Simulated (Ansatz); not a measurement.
# ScPt: a single-point run

The task is a single-point run on ScPt. The structure is shown as the input types it.

Method: DFT, PBEsol, PAW with Ansatz's default frozen-core files, scalar-relativistic; levels and slopes on a fine mesh, independent-particle optical spectra, in Ansatz 0.2.0.

### Step 1. The structure to begin with

Symmetry: Pm-3m, No. 221, cubic system. The conventional cell has a = 2.609 Å, b = 2.609 Å, c = 2.609 Å, α = 90.00°, β = 90.00°, γ = 90.00°. Sc (site symmetry m-3m) is surrounded by 8 Pt at 2.26 Å. Pt (site symmetry m-3m) has 8 Sc at 2.26 Å as nearest neighbours.

Coordinates:

```xyz
2
Lattice="2.6089 0.0000 0.0000 0.0000 2.6089 0.0000 0.0000 0.0000 2.6089" Properties=species:S:1:pos:R:3 pbc="T T T"
Sc    1.3044    1.3044    1.3044
Pt    0.0000    0.0000    0.0000
```

### Step 2. Running it

File input.yaml:

```yaml
crystal:
  lattice:
    - [2.60889761, 0.0, 0.0]
    - [0.0, 2.60889761, 0.0]
    - [0.0, 0.0, 2.60889761]
  atoms:
    - { symbol: Sc, position: [0.5, 0.5, 0.5] }
    - { symbol: Pt, position: [0.0, 0.0, 0.0] }
kpoints:
  mp_grid: { grid: [12, 12, 12] }
scf:
  occupations: { method: fermi_dirac, width: 0.1 }
  max_iter: 100
hamiltonian:
  xc: pbesol
  pseudopotentials: { kind: paw }
output:
  forces: true
  stress: true
  eigenvalues: true
  eigenstates:
    nscf_kmesh: { grid: [16, 16, 16] }
    de_dk: true
    e_range: [-14, 14]
  optics:
    e_range: [0, 25]
    de: 0.2
    sigma: 0.1
    bands: { spectra_wanted_up_to: 25 }
    nscf_kmesh: { grid: [16, 16, 16] }
    drude_damping: 0.03
checkpoint:
  write: ck
  write_wavefunctions: false
```

Started as:

```bash
> ansatz run input.yaml --threads 1 --pin off --max-ram 3072MiB --backend cpu --events-out ev --progress --plain --runs-dir out
```

Q: Will this input give a usable result? If not, why, and what should change?

The run converged and reported no error, with warnings (optics on partly filled bands). It gives a pressure of 401 GPa, which is large; a structure far from rest gives such values too, whatever the setting.

The structure was scaled down until the atoms press into each other. The shortest distance in the input is 2.26 Å, between atoms 1 (Sc) and 2 (Pt).

What to do: restore the intended size.
